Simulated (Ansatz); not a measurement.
# InH5S: how energies converge with the basis set

The task here is to estimate one member of a computed series from the others.

Computed with Ansatz 0.2.0, Gaussian basis. Level: one geometry, several basis sets.

The runs, in order: PBE0-D4/def2-SVP; ωB97M-V/def2-SVP; PBE0-D4/def2-QZVPP; ωB97M-V/def2-QZVPP; the functionals' def2-TZVPP values are taken from earlier runs.

## The relaxed structure

The geometry comes from an earlier relaxation with PBE0-D4 in a triple-zeta def2 set; it is a stationary point, not always the lowest conformer. In takes the def2 core potential; no spin-orbit term is included.

7 atoms, charge 0, spin multiplicity 1.

Atoms are counted from 1 here; the program's logs count them from 0.

Bond lengths: S1–In2 2.849 Å, S1–H3 1.343 Å, S1–H4 1.343 Å, In2–H5 1.729 Å, In2–H6 1.733 Å, In2–H7 1.729 Å. Angles: In2–S1–H3 95.5°, In2–S1–H4 95.5°, H3–S1–H4 92.6°, S1–In2–H5 94.1°, S1–In2–H6 94.5°, S1–In2–H7 94.1°, H5–In2–H6 119.1°, H5–In2–H7 120.0°, H6–In2–H7 119.2°.

The first run:

in.yaml

```yaml
crystal:
  periodic: [false, false, false]
  atoms:
    - {symbol: S, position_ang: [-0.379647, -1.610209, -0.267932]}
    - {symbol: In, position_ang: [0.279121, 1.161792, -0.273934]}
    - {symbol: H, position_ang: [-1.326513, -1.515586, 0.680176]}
    - {symbol: H, position_ang: [0.562110, -1.963718, 0.621963]}
    - {symbol: H, position_ang: [-1.176595, 1.632978, -1.079160]}
    - {symbol: H, position_ang: [0.366747, 1.285536, 1.452086]}
    - {symbol: H, position_ang: [1.735976, 0.941208, -1.178797]}
basis:
  gaussian: {orbitals: def2-SVP}
hamiltonian: {xc: pbe0, dispersion: d4}
output: {orbitals: {seedname: orbitals}}
```

Run with:

```console
ansatz run in.yaml --threads 4 --pin off --events-out ev --progress --plain --max-ram 10444MiB
```

Among the steps run: PBE0-D4 in def2-SVP; ωB97M-V in def2-SVP; PBE0-D4 in def2-QZVPP; ωB97M-V in def2-QZVPP.

One of the session's tables, all rows but one given; the rest of the session is left out.

It belongs to the step «Density functionals: the series». 

```
functional       basis  HOMO (eV)
   PBE0-D4    def2-SVP      -7.57
   PBE0-D4  def2-TZVPP      -7.62
   PBE0-D4  def2-QZVPP      -7.64
   ωB97M-V    def2-SVP          ?
   ωB97M-V  def2-TZVPP      -9.84
   ωB97M-V  def2-QZVPP      -9.85
```

Estimate the missing values for ωB97M-V, def2-SVP.

The run gave: HOMO (eV): -9.72. In the column «HOMO (eV)» it lies between ωB97M-V, def2-TZVPP (-9.84) and PBE0-D4, def2-QZVPP (-7.64).
